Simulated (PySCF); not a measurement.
# C2H9PSi2: the cost of one run

Programs: PySCF 2.14.0, with routines of our own; each step states its level. All values are computed. Atoms count from 0.

## 1. The system as given

14 atoms, charge 0, multiplicity 1; geometry from: PBE0-D3(BJ)/def2-SVP.

## 2. Magnetic properties: GIAO B97-D/pcSseg-1

What the job is given:

```
{"job": {"kind": "mag", "xc": "B97-D", "basis": "pcSseg-1"}, "charge": 0, "multiplicity": 1}
Si    -2.644747     0.499503    -0.048739
C     -0.778514     0.340112     0.010837
C     -0.127060    -0.830883     0.124818
Si     1.740069    -1.002484     0.189656
P      2.665543     1.028323    -0.214743
H     -3.252136    -0.861157     0.062942
H     -3.136490     1.359632     1.071787
H     -3.079434     1.133281    -1.332290
H     -0.184455     1.265832    -0.045025
H     -0.719676    -1.756340     0.185161
H      2.178480    -1.441344     1.552072
H      2.184112    -2.050005    -0.782961
H      2.557575     0.897360    -1.633706
H      3.996865     0.511071    -0.174258
```

Method: GIAO B97-D/pcSseg-1 magnetisability, rotational g tensor and spin-rotation constants, non-relativistic, gas phase.

Run with:

```console
$ OMP_NUM_THREADS=1 python excited_run.py task.json out
```

This one command runs all jobs of the session in turn.

Q: Estimate the wall time and peak memory of this first job on 1 thread of Arm Neoverse V2, shared host.

About 21 s, with a peak of 0.59 GiB.
